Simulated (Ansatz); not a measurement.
# CH3FSn: the cost of one run

Program: Ansatz 0.2.0. Level of theory: RKS BHLYP/def2-SVP. These are calculated values, not measurements.

### Step 1. The structure to begin with

Bond lengths: C1–Sn2 2.095 Å, Sn2–F3 1.922 Å, C1–H4 1.077 Å, C1–H5 1.110 Å, C1–H6 1.179 Å. Angles: C1–Sn2–F3 107.6°, Sn2–C1–H4 112.4°, Sn2–C1–H5 113.4°, Sn2–C1–H6 110.0°, H4–C1–H5 106.2°, H4–C1–H6 109.0°, H5–C1–H6 105.4°.

Coordinates:

```xyz
6

C    -0.3847    0.4119   -0.3141
Sn    0.3054   -0.6382    1.3621
F     1.7283   -1.7924    0.7801
H    -0.7305   -0.2439   -1.0954
H     0.3862    1.0636   -0.7747
H    -1.2626    1.1349   -0.0042
```

### Step 2. End point A

input.yaml

```yaml
crystal:
  periodic: [false, false, false]
  atoms:
    - { symbol: C, position_ang: [-0.3847, 0.4119, -0.3141] }
    - { symbol: Sn, position_ang: [0.3054, -0.6382, 1.3621] }
    - { symbol: F, position_ang: [1.7283, -1.7924, 0.7801] }
    - { symbol: H, position_ang: [-0.7305, -0.2439, -1.0954] }
    - { symbol: H, position_ang: [0.3862, 1.0636, -0.7747] }
    - { symbol: H, position_ang: [-1.2626, 1.1349, -0.0042] }
basis:
  gaussian: { orbitals: def2-SVP }
hamiltonian:
  xc: { name: BHLYP }
relax:
  f_tol: 0.015
  max_steps: 40
output:
  orbitals: {}
```

Launch:

```bash
ansatz run input.yaml --threads 1 --pin off --max-ram 2048MiB --backend cpu --events-out ev --progress --plain --runs-dir out
```

**Question.** How long does this run take on 1 thread of Intel Xeon at 2.80GHz (Skylake/Cascade Lake), shared host, and how much memory does it need?

About 18 s, with a peak of 0.16 GiB.
